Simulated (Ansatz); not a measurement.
Working through an active-space calculation of AsBH4, SMILES B[AsH2]

Program: the Python package of Ansatz (0.2.0).

Interactive session:
```pycon
>>> import ansatz as az
>>> from ase import Atoms
>>> atoms = Atoms(["B", "As", "H", "H", "H", "H"], positions=[
...     (0.0724, -0.9525, 0.1601),
...     (0.5931, 1.0396, 0.3108),
...     (-1.091, -1.2349, 0.4745),
...     (0.8431, -1.6947, -0.3061),
...     (0.4972, 1.2502, -1.2515),
...     (-0.8727, 1.5283, 0.566),
... ])
>>> geometry = az.Crystal.molecule_from_ase(atoms)
>>> job = (
...     geometry.calculation()
...     .basis(gaussian="def2-SVP")  # atom-centred Gaussian functions
...     .correlation(active_electrons=4, active_orbitals=5)  # correlation on top of the mean field
... )
>>> for method in [None, "sc_nevpt2"]:
...     summary = (job if method is None else job.correlation(method)).run(threads=1, pin="off").report
...     space = summary["configurations"]
...     state = space["states"][0]
...     print(method or "casscf", f"total {summary['free_energy_ev'] / 27.211386246:.6f} Ha, active-space state {state['energy']['hartree']:.6f} Ha, mean field {summary['reference_energy_ev'] / 27.211386246:.6f} Ha")
...     print("  determinants", state["n_determinants"], " natural occupations", [round(n, 3) for n in space["natural_occupations"]])
...
casscf total -2260.912960 Ha, active-space state -2260.912960 Ha, mean field -2260.874564 Ha
  determinants 100  natural occupations [1.97, 1.963, 0.033, 0.029, 0.005]
RunWarning: the results are in doubt because another end's mean lies 0.003 eV lower, and its corrected mean 0.080 eV higher
sc_nevpt2 total -2261.205945 Ha, active-space state -2260.912840 Ha, mean field -2260.874564 Ha
  determinants 100  natural occupations [1.965, 1.961, 0.04, 0.021, 0.013]
>>> print("effectively unpaired electrons, sum of min(n, 2 - n):", round(sum(min(n, 2 - n) for n in space["natural_occupations"]), 3))
effectively unpaired electrons, sum of min(n, 2 - n): 0.148
```

Notes:
- Total energies depend on the basis set; only differences at equal settings carry meaning.
- Warnings are shown shortened and without file and line.
- The geometry is a force-field or estimated start, not a minimum of this method, and the basis set is short of its limit. The active space starts as a window about the frontier orbitals and is then optimised, not chosen by chemistry.
- A lower CASSCF solution was found and passed over, so the printed active-space state isn't the lowest.
- It ran for 24 s on 1 thread of Intel(R) Xeon(R) Platinum 8259CL CPU @ 2.50GHz (Skylake/Cascade Lake) (shared host), peak memory 0.21 GiB.

(Lines on the test bed's own set-up are left out of the output.)
